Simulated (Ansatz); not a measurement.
# C₃H₁₁GaO: a ladder of functionals and wavefunction methods

An exercise on one series of results from a longer session: the logs are not shown, and one member is left open.

Method: functionals in def2-TZVPP, the program's frozen cores in correlated methods; program: Ansatz 0.2.0, Gaussian basis.

Plan: LDA (SPW92), PBE-D4, revPBE-D4, BLYP-D4, r2SCAN-D4, B97M-V, PBE0-D4, B3LYP-D4, r2SCANh-D4, r2SCAN0-D4, HSE06-D4, BHLYP-D4, CAM-B3LYP-D4, LC-ωPBE, ωB97X-V, ωB97M-V, B2PLYP, PBE-QIDH; CCSD(T)/def2-SVP; MP2/def2-TZVPP; MP2/def2-QZVPP; RPA on PBE.

### The relaxed structure

An earlier PBE0-D4 in a triple-zeta def2 set relaxation fixed the geometry.

SMILES `C[OH+][GaH-]([CH3])[CH3]`, 16 atoms, charge 0, spin multiplicity 1.

Atoms are counted from 1 here; the program's logs count them from 0.

Bond lengths: C1–O2 1.426 Å, C1–H6 1.088 Å, C1–H7 1.092 Å, C1–H8 1.092 Å, O2–Ga3 2.186 Å, O2–H9 0.962 Å, Ga3–C4 1.990 Å, Ga3–C5 1.983 Å, Ga3–H10 1.585 Å, C4–H11 1.094 Å, C4–H12 1.094 Å, C4–H13 1.093 Å, C5–H14 1.094 Å, C5–H15 1.094 Å, C5–H16 1.092 Å. Angles: O2–C1–H6 106.3°, O2–C1–H7 111.3°, O2–C1–H8 110.3°, H6–C1–H7 109.2°, H6–C1–H8 109.4°, H7–C1–H8 110.2°, C1–O2–Ga3 117.5°, C1–O2–H9 109.9°, Ga3–O2–H9 110.6°, O2–Ga3–C4 98.3°, O2–Ga3–C5 96.3°, O2–Ga3–H10 94.8°, C4–Ga3–C5 118.4°, C4–Ga3–H10 117.9°, C5–Ga3–H10 120.0°, Ga3–C4–H11 109.7°, Ga3–C4–H12 112.0°, Ga3–C4–H13 112.7° and more.

As a file:

```mol
C3H11GaO
  3D, bonds by distance, orders not assigned

 16 15  0  0  0  0  0  0  0  0999 V2000
   -0.1638    0.6963   -2.2106 C   0  0
    0.0550    1.0889   -0.8574 O   0  0
   -0.6389   -0.2670    0.7110 Ga  0  0
    0.4474   -1.8587    0.2139 C   0  0
   -0.0382    0.8432    2.2408 C   0  0
   -1.2206    0.4483   -2.2905 H   0  0
    0.4318   -0.1819   -2.4705 H   0  0
    0.0673    1.5225   -2.8860 H   0  0
    0.9813    1.3115   -0.7266 H   0  0
   -2.1562   -0.2311    0.2539 H   0  0
    0.2855   -2.6583    0.9434 H   0  0
    1.5196   -1.6399    0.2171 H   0  0
    0.1803   -2.2628   -0.7658 H   0  0
   -0.3560    0.3861    3.1826 H   0  0
    1.0512    0.9335    2.2832 H   0  0
   -0.4686    1.8466    2.2054 H   0  0
  1  2  8  0
  2  3  8  0
  3  4  8  0
  3  5  8  0
  1  6  8  0
  1  7  8  0
  1  8  8  0
  2  9  8  0
  3 10  8  0
  4 11  8  0
  4 12  8  0
  4 13  8  0
  5 14  8  0
  5 15  8  0
  5 16  8  0
M  END
```

Set-up of the first run:

Contents of in.yaml:

```yaml
crystal:
  periodic: [false, false, false]
  atoms:
    - {symbol: C, position_ang: [-0.163840, 0.696257, -2.210612]}
    - {symbol: O, position_ang: [0.054963, 1.088878, -0.857365]}
    - {symbol: Ga, position_ang: [-0.638938, -0.267022, 0.710954]}
    - {symbol: C, position_ang: [0.447434, -1.858654, 0.213942]}
    - {symbol: C, position_ang: [-0.038161, 0.843209, 2.240804]}
    - {symbol: H, position_ang: [-1.220591, 0.448314, -2.290496]}
    - {symbol: H, position_ang: [0.431757, -0.181930, -2.470500]}
    - {symbol: H, position_ang: [0.067254, 1.522511, -2.885979]}
    - {symbol: H, position_ang: [0.981311, 1.311485, -0.726552]}
    - {symbol: H, position_ang: [-2.156241, -0.231065, 0.253877]}
    - {symbol: H, position_ang: [0.285526, -2.658252, 0.943429]}
    - {symbol: H, position_ang: [1.519598, -1.639930, 0.217132]}
    - {symbol: H, position_ang: [0.180326, -2.262788, -0.765771]}
    - {symbol: H, position_ang: [-0.356024, 0.386105, 3.182599]}
    - {symbol: H, position_ang: [1.051200, 0.933546, 2.283220]}
    - {symbol: H, position_ang: [-0.468574, 1.846636, 2.205414]}
basis:
  gaussian: {orbitals: def2-TZVPP}
hamiltonian: {xc: lda}
output: {orbitals: {seedname: orbitals}}
```

Launch:

```bash
> ansatz run in.yaml --threads 4 --pin off --events-out ev --progress --plain --max-ram 11315MiB
```

Steps of the session up to this table: LDA; PBE-D4 (GGA); revPBE-D4 (GGA); BLYP-D4 (GGA); r2SCAN-D4 (meta-GGA); B97M-V (meta-GGA); B3LYP-D4 (hybrid); r2SCANh-D4 (hybrid); r2SCAN0-D4 (hybrid); HSE06-D4 (hybrid); BHLYP-D4 (hybrid); CAM-B3LYP-D4 (range-separated); LC-ωPBE (range-separated); ωB97X-V (range-separated); ωB97M-V (range-separated); B2PLYP (double hybrid); PBE-QIDH (double hybrid).

One table of the session follows, with a row left open; its other results are not shown here.

It belongs to the step «Frontier levels by functional». 

```
  functional  HOMO (eV)  gap (eV)
 LDA (SPW92)      -5.93      4.93
      PBE-D4      -5.78      4.98
   revPBE-D4      -5.71      5.02
     BLYP-D4      -5.63      4.83
   r2SCAN-D4      -6.02      5.80
      B97M-V      -6.10      5.52
     PBE0-D4      -7.00      7.10
    B3LYP-D4      -6.77      6.53
  r2SCANh-D4      -6.48      6.54
  r2SCAN0-D4      -7.17      7.64
    HSE06-D4          ?         ?
    BHLYP-D4      -8.11      8.91
CAM-B3LYP-D4      -8.34      9.26
     LC-ωPBE      -9.72     11.99
     ωB97X-V      -9.35     11.39
     ωB97M-V      -9.23     10.84
```

Estimate the missing values for HSE06-D4.

**Answer.** HOMO (eV): -6.60; gap (eV): 6.33. In the column «HOMO (eV)» it lies between B3LYP-D4 (-6.77) and r2SCANh-D4 (-6.48).
